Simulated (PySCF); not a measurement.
# C2H5AlCl2 (ethylaluminum dichloride): the cost of one run

Programs: PySCF 2.14.0, with routines of our own; each step states its level. All values are computed. Atoms count from 0.

### Step 1. The system as given

10 atoms, charge 0, multiplicity 1; geometry from: GFN2-xTB.

### Step 2. Magnetic properties: GIAO PBE0/aug-pcSseg-1

What the job is given:

```
{"job": {"kind": "mag", "xc": "PBE0", "basis": "aug-pcSseg-1", "isotopologues": 2}, "charge": 0, "multiplicity": 1}
C     -1.284810     0.412323     0.128396
C     -0.215852    -0.551516    -0.400665
Al     1.649097    -0.055378     0.151938
Cl     2.009215     1.598815     1.281657
Cl     3.233190    -1.201961    -0.413483
H     -1.100221     1.425641    -0.223676
H     -1.280446     0.434838     1.216501
H     -2.278644     0.110378    -0.202586
H     -0.277392    -0.597589    -1.495274
H     -0.445255    -1.570897    -0.065337
```

Method: GIAO PBE0/aug-pcSseg-1 magnetisability, rotational g tensor and spin-rotation constants, non-relativistic, gas phase.

The run is started by

```bash
$ OMP_NUM_THREADS=1 python excited_run.py task.json out
```

This one command runs all jobs of the session in turn.

**Question.** How long does this first job take on 1 thread of Arm Neoverse V2, shared host, and how much memory does it need?

About 21 s, with a peak of 0.81 GiB.
